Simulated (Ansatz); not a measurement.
**C7H9Al: small, medium and large basis sets**

One table from this session's results is given with a row withheld; the runs are named, their logs left out.

Computed with Ansatz 0.2.0, Gaussian basis. Level: one geometry, several basis sets.

The runs, in order: PBE0-D4/def2-SVP; ωB97M-V/def2-SVP; PBE0-D4/def2-QZVPP; ωB97M-V/def2-QZVPP; the functionals' def2-TZVPP values are taken from earlier runs.

## The geometry

The geometry comes from an earlier relaxation with PBE0-D4 in a triple-zeta def2 set; it is a stationary point, not always the lowest conformer.

SMILES `[CH3][AlH][c]1ccccc1`, 17 atoms, charge 0, spin multiplicity 1.

Atoms are counted from 1 here; the program's logs count them from 0.

Bond lengths: C1–Al2 1.952 Å, C1–H9 1.096 Å, C1–H10 1.092 Å, C1–H11 1.095 Å, Al2–C3 1.946 Å, Al2–H12 1.593 Å, C3–C4 1.401 Å, C3–C8 1.400 Å, C4–C5 1.387 Å, C4–H13 1.087 Å, C5–C6 1.388 Å, C5–H14 1.085 Å, C6–C7 1.387 Å, C6–H15 1.084 Å, C7–C8 1.387 Å, C7–H16 1.085 Å, C8–H17 1.087 Å. Angles: Al2–C1–H9 111.0°, Al2–C1–H10 112.8°, Al2–C1–H11 111.1°, H9–C1–H10 107.6°, H9–C1–H11 106.4°, H10–C1–H11 107.7°, C1–Al2–C3 120.0°, C1–Al2–H12 122.6°, C3–Al2–H12 117.5°, Al2–C3–C4 121.7°, Al2–C3–C8 121.0°, C4–C3–C8 117.3°, C3–C4–C5 121.6°, C3–C4–H13 119.8°, C5–C4–H13 118.6°, C4–C5–C6 119.8°, C4–C5–H14 120.2°, C6–C5–H14 120.0° and more.

The first run:

File in.yaml:

```yaml
crystal:
  periodic: [false, false, false]
  atoms:
    - {symbol: C, position_ang: [2.844695, -0.976105, -1.289979]}
    - {symbol: Al, position_ang: [1.830013, -0.851974, 0.373460]}
    - {symbol: C, position_ang: [0.040825, -0.086174, 0.366297]}
    - {symbol: C, position_ang: [-0.553665, 0.385518, -0.811033]}
    - {symbol: C, position_ang: [-1.828553, 0.931063, -0.813141]}
    - {symbol: C, position_ang: [-2.543757, 1.017790, 0.373047]}
    - {symbol: C, position_ang: [-1.981631, 0.558968, 1.555572]}
    - {symbol: C, position_ang: [-0.705663, 0.014941, 1.546835]}
    - {symbol: H, position_ang: [3.001852, 0.015395, -1.728602]}
    - {symbol: H, position_ang: [3.825717, -1.437043, -1.154507]}
    - {symbol: H, position_ang: [2.302428, -1.562513, -2.039638]}
    - {symbol: H, position_ang: [2.406938, -1.356750, 1.769336]}
    - {symbol: H, position_ang: [-0.010555, 0.326892, -1.750636]}
    - {symbol: H, position_ang: [-2.267101, 1.289454, -1.738131]}
    - {symbol: H, position_ang: [-3.541077, 1.443798, 0.375431]}
    - {symbol: H, position_ang: [-2.539498, 0.626171, 2.483251]}
    - {symbol: H, position_ang: [-0.280971, -0.339440, 2.482409]}
basis:
  gaussian: {orbitals: def2-SVP}
hamiltonian: {xc: pbe0, dispersion: d4}
output: {orbitals: {seedname: orbitals}}
```

Among the steps run: PBE0-D4 in def2-SVP; ωB97M-V in def2-SVP; PBE0-D4 in def2-QZVPP; ωB97M-V in def2-QZVPP.

One table of the session follows, with a row left open; its other results are not shown here.

It belongs to the step «Density functionals: the series». 

| functional | basis | HOMO (eV) | LUMO (eV) |
| --- | --- | --- | --- |
| PBE0-D4 | def2-SVP | ? | ? |
| PBE0-D4 | def2-TZVPP | -7.30 | -1.34 |
| PBE0-D4 | def2-QZVPP | -7.31 | -1.36 |
| ωB97M-V | def2-SVP | -9.36 | 0.44 |
| ωB97M-V | def2-TZVPP | -9.39 | 0.34 |
| ωB97M-V | def2-QZVPP | -9.40 | 0.21 |

Q: Estimate the row for PBE0-D4, def2-SVP from the others.

The run gave: HOMO (eV): -7.27; LUMO (eV): -1.29. In the column «HOMO (eV)» it is the highest.
